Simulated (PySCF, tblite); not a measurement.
# C₃H₁₀NO₂Si radical: geometry, infrared bands and EPR parameters

Aim: predict the infrared bands and EPR parameters of C₃H₁₀NO₂Si radical (`[CH2][C@@H](C)O[Si@@H](N)O`).

Computed with tblite 0.8.0 and PySCF 2.14.0, with density-fitted response routines of our own, on a single molecule in the gas phase. Atoms count from 0, in the outputs and in this text.

### Step 1. Starting geometry

17 atoms, charge 0, multiplicity 2; geometry from: force field or distance geometry start.

Bonds of the start (Å): C0–C1 1.50, C1–C2 1.51, C1–O3 1.38, O3–Si4 1.70, Si4–N5 1.79, Si4–O6 1.69, C0–H7 1.09, C0–H8 1.10, C1–H9 1.13, C2–H10 1.10, C2–H11 1.13, C2–H12 1.12, Si4–H13 1.50, N5–H14 1.07, N5–H15 1.07, O6–H16 0.99.

### Step 2. Optimising the geometry with GFN2-xTB

What the job is given:

```
{"job": {"kind": "relax", "xc": "GFN2-xTB", "basis": "xTB"}, "charge": 0, "multiplicity": 2}
C     -1.076400     0.939700    -1.429100
C     -0.791100     0.218100    -0.145700
C     -1.997800    -0.458200     0.469600
O      0.186600    -0.709700    -0.430800
Si     1.636700    -0.466100     0.425600
N      1.370800     0.595600     1.843600
O      2.409700    -1.865800     0.965600
H     -2.021100     0.641000    -1.890200
H     -0.947800     2.028200    -1.371700
H     -0.414400     0.965300     0.617500
H     -2.164300    -1.490900     0.142200
H     -1.950400    -0.382400     1.593200
H     -2.894400     0.166100     0.211400
H      2.562700     0.221700    -0.527500
H      1.308400     1.607500     1.507900
H      2.300700     0.579100     2.378500
H      2.475200    -2.577300     0.279500
```

Command:

```bash
> OMP_NUM_THREADS=1 python probes_run.py task.json out
```

The driver reads the jobs from task.json and runs them one after another.

The program printed:

```text
step      E/eV     max force
  0    -660.99857    3.354
  1    -661.45000    1.585
  2    -661.63932    1.151
  3    -661.72373    0.787
  4    -661.77546    0.675
  5    -661.81371    0.754
  6    -661.85613    0.643
  7    -661.88518    0.458
  8    -661.90552    0.359
  9    -661.92365    0.442
 10    -661.94867    0.509
 11    -661.97926    0.508
 12    -662.00568    0.339
 13    -662.01973    0.238
 14    -662.02698    0.214
 15    -662.03688    0.308
 16    -662.04765    0.327
 17    -662.05615    0.214
 18    -662.06269    0.181
 19    -662.06885    0.199
 20    -662.07536    0.246
 21    -662.08142    0.219
 22    -662.08553    0.149
 23    -662.08914    0.214
 24    -662.09389    0.269
 25    -662.10246    0.257
 26    -662.10808    0.174
 27    -662.11243    0.140
 28    -662.11582    0.175
 29    -662.11953    0.164
 30    -662.12329    0.160
 31    -662.12675    0.142
 32    -662.12980    0.151
 33    -662.13295    0.171
 34    -662.13651    0.157
 35    -662.14010    0.130
 36    -662.14316    0.166
 37    -662.14598    0.172
 38    -662.14868    0.146
 39    -662.15162    0.108
 40    -662.15366    0.121
 41    -662.15518    0.116
 42    -662.15634    0.113
 43    -662.15803    0.101
 44    -662.15917    0.085
 45    -662.16012    0.060
 46    -662.16111    0.082
 47    -662.16275    0.105
 48    -662.16466    0.117
 49    -662.16628    0.100
 50    -662.16730    0.129
 51    -662.16846    0.076
 52    -662.16987    0.089
 53    -662.17188    0.119
 54    -662.17319    0.093
 55    -662.17402    0.058
 56    -662.17451    0.097
 57    -662.17506    0.081
 58    -662.17575    0.074
 59    -662.17714    0.143
 60    -662.17780    0.100
 61    -662.17925    0.100
 62    -662.18075    0.104
 63    -662.18218    0.074
 64    -662.18303    0.148
 65    -662.18284    0.230
 66    -662.18407    0.053
 67    -662.18435    0.046
 68    -662.18508    0.080
 69    -662.18575    0.076
 70    -662.18662    0.078
 71    -662.18715    0.044
 72    -662.18742    0.069
 73    -662.18768    0.062
 74    -662.18807    0.068
 75    -662.18888    0.063
 76    -662.18925    0.048
 77    -662.18975    0.054
 78    -662.19058    0.076
 79    -662.19189    0.123
 80    -662.19338    0.226
 81    -662.19493    0.136
 82    -662.19644    0.181
 83    -662.19799    0.082
 84    -662.19937    0.120
 85    -662.20085    0.186
 86    -662.20223    0.158
 87    -662.20336    0.156
 88    -662.20483    0.116
 89    -662.20578    0.166
 90    -662.20569    0.230
 91    -662.20703    0.043
 92    -662.20729    0.041
 93    -662.20751    0.048
 94    -662.20798    0.046
 95    -662.20828    0.045
 96    -662.20866    0.035
 97    -662.20891    0.049
 98    -662.20912    0.034
 99    -662.20931    0.031
100    -662.20950    0.029
101    -662.20971    0.034
102    -662.20993    0.041
103    -662.21015    0.041
104    -662.21027    0.037
105    -662.21039    0.040
106    -662.21048    0.034
107    -662.21068    0.032
108    -662.21083    0.037
109    -662.21112    0.037
110    -662.21132    0.042
111    -662.21150    0.038
112    -662.21167    0.037
113    -662.21204    0.046
114    -662.21281    0.064
115    -662.21397    0.119
116    -662.21495    0.105
117    -662.21482    0.174
118    -662.21655    0.074
119    -662.21707    0.106
120    -662.21785    0.065
121    -662.21874    0.113
122    -662.21918    0.075
123    -662.21967    0.070
124    -662.22003    0.055
125    -662.22034    0.049
126    -662.22074    0.038
127    -662.22103    0.054
128    -662.22136    0.053
129    -662.22151    0.129
130    -662.22205    0.063
131    -662.22251    0.049
132    -662.22345    0.061
133    -662.22421    0.079
134    -662.22494    0.087
135    -662.22582    0.079
136    -662.22582    0.204
137    -662.22671    0.057
138    -662.22737    0.089
139    -662.22920    0.121
140    -662.23009    0.122
141    -662.23040    0.140
142    -662.23104    0.072
143    -662.23160    0.091
144    -662.23208    0.094
145    -662.23290    0.086
146    -662.23382    0.070
147    -662.23452    0.187
148    -662.23597    0.124
149    -662.23704    0.070
150    -662.23775    0.149
151    -662.23826    0.064
152    -662.23863    0.060
153    -662.23912    0.067
154    -662.23948    0.069
155    -662.23991    0.046
156    -662.24022    0.047
157    -662.24050    0.034
158    -662.24071    0.026
159    -662.24082    0.035
160    -662.24092    0.029
161    -662.24102    0.032
162    -662.24113    0.025
163    -662.24122    0.028
164    -662.24133    0.025
165    -662.24145    0.021
166    -662.24155    0.019
167    -662.24161    0.014
168    -662.24164    0.014
169    -662.24166    0.010
170    -662.24169    0.014
171    -662.24171    0.016
172    -662.24175    0.023
173    -662.24180    0.027
174    -662.24187    0.031
175    -662.24198    0.029
176    -662.24211    0.029
177    -662.24221    0.021
178    -662.24227    0.017
179    -662.24230    0.017
180    -662.24235    0.016
181    -662.24238    0.017
182    -662.24242    0.019
183    -662.24245    0.022
184    -662.24250    0.025
185    -662.24255    0.026
186    -662.24262    0.026
187    -662.24270    0.025
188    -662.24278    0.021
189    -662.24287    0.021
190    -662.24294    0.021
191    -662.24299    0.018
192    -662.24301    0.010
193    -662.24302    0.009
```

Wall time 1 s (1 thread of Arm Neoverse V2, shared host).

Along the way: (not every step is listed)

```tsv
step	energy from step 0 (eV)	largest force (eV/Å)
0	0.0000	3.3539
1	-0.4514	1.5853
2	-0.6408	1.1509
3	-0.7252	0.7874
4	-0.7769	0.6749
5	-0.8151	0.7543
6	-0.8576	0.6427
7	-0.8866	0.4581
8	-0.9070	0.3588
26	-1.1095	0.1742
44	-1.1606	0.0849
62	-1.1822	0.1042
80	-1.1948	0.2255
98	-1.2106	0.0337
116	-1.2164	0.1053
134	-1.2264	0.0874
152	-1.2401	0.0599
170	-1.2431	0.0142
188	-1.2442	0.0208
189	-1.2443	0.0215
190	-1.2444	0.0213
191	-1.2444	0.0175
192	-1.2444	0.0103
193	-1.2445	0.0095
```

Distances of close pairs at the start and the end, largest changes first:

```tsv
bond	before (Å)	after (Å)	change (Å)
O3–Si4	1.702	1.622	-0.080
Si4–O6	1.688	1.618	-0.070
N5–H15	1.073	1.007	-0.066
N5–H14	1.068	1.007	-0.061
Si4–N5	1.791	1.731	-0.060
C2–H11	1.127	1.087	-0.041
Si4–H13	1.496	1.458	-0.038
O6–H16	0.991	0.954	-0.037
```

The next job starts from the end point, and lists it.

### Step 3. Vibrational analysis with GFN2-xTB

What the job is given:

```
{"job": {"kind": "ir", "xc": "GFN2-xTB", "basis": "xTB"}, "charge": 0, "multiplicity": 2}
C     -1.039414     0.900601    -1.297861
C     -0.951860     0.261758     0.024958
C     -2.218410    -0.564895     0.340790
O      0.150835    -0.589793     0.128883
Si     1.712935    -0.215494     0.351236
N      1.864188     0.607639     1.866726
O      2.521858    -1.615102     0.413860
H     -1.817252     1.610869    -1.495599
H     -0.385070     0.587921    -2.084900
H     -0.882156     1.045568     0.804582
H     -2.313335    -1.366771    -0.385807
H     -2.129706    -0.996306     1.334117
H     -3.098613     0.069527     0.296773
H      2.308532     0.457867    -0.797219
H      1.341167     1.455010     2.016403
H      2.790747     0.718211     2.244605
H      2.138557    -2.354579     0.878005
```

The program printed:

```text
mode    cm-1     km/mol
  1      18.8      0.21
  2      67.3      0.37
  3     109.7      3.25
  4     149.2     12.83
  5     156.6     49.08
  6     193.0      1.27
  7     202.1      3.27
  8     255.2     58.83
  9     290.9     22.91
 10     299.0     38.08
 11     324.9      9.16
 12     379.0     20.61
 13     440.1     36.04
 14     498.3      6.66
 15     573.5    226.35
 16     680.6     18.62
 17     713.0     89.91
 18     735.8    110.97
 19     801.4      3.00
 20     850.8    291.53
 21     864.1    196.65
 22     912.1      2.88
 23     940.6    118.49
 24     954.9    208.82
 25    1015.2     61.69
 26    1050.4     90.11
 27    1125.2    101.89
 28    1191.3    154.11
 29    1253.4      0.95
 30    1293.9     26.16
 31    1361.9      0.70
 32    1379.8      5.97
 33    1471.2      2.39
 34    1486.7      2.63
 35    1535.6     62.38
 36    2277.8    262.08
 37    2737.5     64.46
 38    3040.4     18.59
 39    3047.8     22.89
 40    3052.1     22.85
 41    3142.7     15.14
 42    3202.0     23.98
 43    3487.4      1.73
 44    3519.1      1.80
 45    3675.3     16.53
```

Wall time 0.42 s (1 thread of Arm Neoverse V2, shared host).

The strongest bands and the atoms that carry them (share of the mass-weighted mode):

```tsv
cm⁻¹	km/mol	atoms
574	226.3	H15 42 %, H14 36 %, N5 21 %
736	111.0	O3 28 %, H13 16 %, Si4 12 %, C1 11 %
851	291.5	H16 68 %
864	196.7	N5 29 %, Si4 25 %, H15 15 %
941	118.5	Si4 22 %, O6 13 %, H11 13 %, C0 11 %
955	208.8	Si4 29 %, O6 22 %, H11 15 %
1191	154.1	C1 35 %, O3 24 %, H9 20 %
2278	262.1	H13 97 %
```

### Step 4. g tensor and hyperfine couplings: B3LYP/pcH-1

Settings changed since step 3:

```diff
@@ -1,2 +1,2 @@
-{"job": {"kind": "ir", "xc": "GFN2-xTB", "basis": "xTB"}, "charge": 0, "multiplicity": 2}
+{"job": {"kind": "epr", "basis": "pcH-1"}, "charge": 0, "multiplicity": 2}
 C     -1.039414     0.900601    -1.297861
```

With the program's defaults for keys left out, this is: UKS B3LYP, pcH-1 on C H N O Si, non-relativistic, mean-field spin-orbit, GIAO.

The program printed:

```text
UKS, coarse grid
  cycle   1  E = -614.89494233  |g| = 8.06e-01
  cycle   2  E = -614.57916010  |g| = 1.23e+00
  cycle   3  E = -615.11908099  |g| = 9.95e-02
  cycle   4  E = -615.12184846  |g| = 5.57e-02
  cycle   5  E = -615.12301141  |g| = 1.25e-02
  cycle   6  E = -615.12306924  |g| = 4.18e-03
  cycle   7  E = -615.12307696  |g| = 1.26e-03
  cycle   8  E = -615.12307768  |g| = 8.88e-04
UKS, final grid
  cycle   1  E = -615.12311008  |g| = 1.33e-03
  cycle   2  E = -615.12310906  |g| = 2.17e-03
  cycle   3  E = -615.12311071  |g| = 9.89e-05
  cycle   4  E = -615.12311072  |g| = 2.69e-05
E = -615.12311072 Eh   <S^2> = 0.7536 (exact 0.7500)
g shifts (ppm)      1          2          3
  rmc          -137       -137       -137
  gc              7         38         23
  oz_so          11        482        571
  total        -119        383        457
hyperfine (MHz)  atom isotope    a_iso     a_fc   dipolar eigenvalues
    0   13C      88.66      88.76    -81.00    -80.47    161.47
    1   13C     -35.69     -35.69     -2.36      0.29      2.07
    2   13C      76.15      76.16     -5.23     -5.16     10.40
    3   17O       0.44       0.44     -1.42      0.48      0.94
    4  29Si       0.54       0.54     -0.68      0.15      0.53
    5   14N       0.17       0.17     -0.08     -0.06      0.15
    6   17O      -0.49      -0.49     -0.19      0.06      0.13
    7    1H     -61.99     -62.01    -39.03     -0.32     39.35
    8    1H     -64.75     -64.76    -39.56      0.30     39.25
    9    1H     101.63     101.63     -5.55     -4.20      9.74
   10    1H      -3.91      -3.91     -5.65     -2.08      7.73
   11    1H      16.04      16.04     -3.39     -1.73      5.12
   12    1H      -2.32      -2.32     -4.88     -2.64      7.52
   13    1H       2.85       2.85     -1.96     -1.74      3.70
   14    1H      -0.02      -0.02     -1.25     -1.10      2.35
   15    1H       0.09       0.09     -0.58     -0.54      1.12
   16    1H       0.22       0.22     -0.58     -0.54      1.12
```

Wall time 75 s (1 thread of Arm Neoverse V2, shared host); peak memory 0.97 GiB.

Principal g values 2.00220, 2.00270, 2.00278; g(iso) = 2.00256, against 2.00232 for a free electron.

Mean a(iso) over the nuclei that a row names, and the largest dipolar term of the row (other rows stand at the frozen geometry):

```tsv
nuclei	isotope	a(iso) (MHz)	a(iso) (G, at g = 2.0023)	largest dipolar term (MHz)
H9	1H	101.6	36.3	9.7
C0	13C	88.7	31.6	161.5
C2	13C	76.2	27.2	10.4
H7, H8	1H	-63.4	-22.6	-39.6
C1	13C	-35.7	-12.7	-2.4
H10, H11, H12	1H	3.3	1.2	7.7
H13	1H	2.8	1.0	3.7
Si4	29Si	0.5	0.2	-0.7
O6	17O	-0.5	-0.2	-0.2
O3	17O	0.4	0.2	-1.4
H16	1H	0.2	0.1	1.1
N5	14N	0.2	0.1	0.1
H14, H15	1H	0.0	0.0	2.4
```

Mulliken spin populations:

C0 1.07; C1 -0.08; C2 0.04; O3 0.00; Si4 0.00; N5 0.00; O6 0.00; H7 -0.04; H8 -0.05; H9 0.04; H10 0.00; H11 0.01; H12 0.00; H13 0.00; H14 0.00; H15 0.00; H16 0.00

In first order the couplings over 0.8 MHz of 1H give 48 distinct lines over 86.0 G, if the averaged nuclei exchange fast; the same motion can average rows kept apart here too.

The fields below are evaluated on a grid from the run's orbitals.

ELF in a plane through or near 3 of the atoms.

Ten even steps from ' ' (0.00) to '@' (0.99):
```
                                                        
                                                        
                              ......                    
                --++++..      --==::::==++--            
              ::##@@@@==    ..++**++**@@@@%%--          
              ::##@@@@##    ::**####%%@@@@@@++          
              ..++%%%%**      ==##::::@@@@%%--          
              ..--==--::..    --%%++==##**--            
              ......==  ++==--==##@@##::..              
              ....++##  %%######..++++..                
              ..::..  ==%%######++%%##++++++--..        
              ........--##%%%%--::**::--**++--..        
                      ..++##**....++====**==..          
                        ::::..  ::####++==::            
                                ++%%**--..              
                                --++==..                
                                  ....                  
                                                        
                                                        
                                                        
```
The map spans 11.6 Å across and 9.1 Å up, centred on the molecule. Atoms in the plane (x, y in Å): C0 (1.5, 1.4), O3 (-0.1, -0.3), Si4 (-1.7, 0.2).

log10 of the density (e/Å³) in the same plane.

Ten even steps from ' ' (-4.0) to '@' (1.3):
```
                                                        
                              ............              
              ..::::::::....::::--------::::..          
            ..::--------::::--============--::..        
          ..::--========----====++******++==--::        
        ..::--==++++++++======++**######**++==::..      
        ..::--==++****++++==++**##%%%%##**++==::..      
        ::--==++********++++++**##%%####**++--::..      
      ..::--==++**%%%%********####%%##**++==--::..      
      ..::--++++**%%@@####%%%%##%%####**++====--..      
      ..::==++++******##%%%%%%##########****++--::..    
      ..::--==++********######****##%%%%##**++==::..    
        ::--====++++++++++****++**####%%##**==--::..    
        ..::--======--==========++**####**++==--::      
            ..::::::::::::::----==++++++====--::..      
              ........  ....::----======----::..        
                            ....::------::::..          
                                ..........              
                                                        
                                                        
```
The map spans 11.6 Å across and 9.1 Å up, centred on the molecule. Atoms in the plane (x, y in Å): C0 (1.5, 1.4), O3 (-0.1, -0.3), Si4 (-1.7, 0.2).

On the surface of density 0.002 e/bohr³ the electrostatic potential runs, from the 1st to the 99th percentile, from -1.53 V near O6 to 1.76 V near H16.

The spin density lies nearest to C0 56 %; H8 19 %; H7 12 %.

### Step 5. Summary of results

```
                                                                  quantity                 value
                                 strongest single infrared mode (GFN2-xTB)  851 cm⁻¹, 292 km/mol
                                              zero-point energy (GFN2-xTB)         81.1 kcal/mol
                                                            g(iso) (B3LYP)               2.00256
                                                                      ⟨S²⟩    0.754 (exact 0.75)
                                        largest a(iso) (averaged by class)   1H on H9, 101.6 MHz
potential on the surface of density 0.002 e/bohr³, 1st and 99th percentile    -1.53 V and 1.76 V
```

**Reading.** Relaxing lowered the energy by 1.244 eV in 193 steps; the close pair that moved most is O3–Si4, from 1.702 to 1.622 Å. No mode is imaginary among the 45: a minimum at this level. The strongest single mode, at 851 cm⁻¹, moves mainly H16. GFN2-xTB is a fitted tight-binding method: band positions and strengths are rough. Its intensities can rank the bands wrongly. C0 carries the largest spin population, 1.07 e. The isotropic g lies 0.2 ppt above the free-electron value. These values are for one conformer; the search (at its own cheap level) found 2 more, at 0.10, 0.71 kcal/mol, and measured spectra average over such forms.
